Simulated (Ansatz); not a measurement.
Crystal: MnPt2.

```
Pt Mn
1.0
     2.85840    0.00000    0.00000
    -1.42920    2.47545    0.00000
     0.00000    0.00000    6.53250
Pt Mn
2 1
Direct
  0.66667 0.33333 0.31621
  0.33333 0.66667 0.68379
  0.00000 0.00000 0.00000
```

The cell comes from a database or a generator and needn't be the stable form of this composition.

- Program: Ansatz 0.2.0
- Task: relaxation of cell and atoms
- Functional: PBE
- Dispersion: D4
- Potentials or basis: Ansatz PAW
- Cutoff: 420 eV (not typed: the program's choice for these potentials)
- k mesh: 11 × 11 × 4
- Occupations: fermi-dirac, width 0.05 eV
- Spin: collinear spin, ferromagnetic start
- Starting moments: [0.0, 0.0, 4.0] μB

At the start: volume 15.41 Å³/atom.

How do energy, volume and symmetry change on relaxing?

It ends after 5 steps and the volume is 14.84 Å³/atom (-3.7 %); space group P-3m1 (No. 164, to 0.05 Å); moment 4.36 μB per cell.

The path:
```csv
step,energy change (eV),largest force (eV/Å),volume (Å³)
1,0.0000,0.0201,46.22
2,-0.0386,0.0153,44.69
3,-0.0397,0.0132,44.48
4,-0.0398,0.0020,44.51
5,-0.0389,0.0020,44.51
```

Final structure:
```
Pt Mn
1.0
     2.79949    0.00000    0.00000
    -1.39975    2.42443    0.00000
     0.00000    0.00000    6.55849
Pt Mn
2 1
Direct
  0.66667 0.33333 0.31708
  0.33333 0.66667 0.68292
  0.00000 0.00000 0.00000
```

Caveat: the plane-wave basis is chosen anew once the cell has moved, so the energies of steps on either side of that aren't comparable; pairwise dispersion overbinds metals, which lowers pressure and volume.
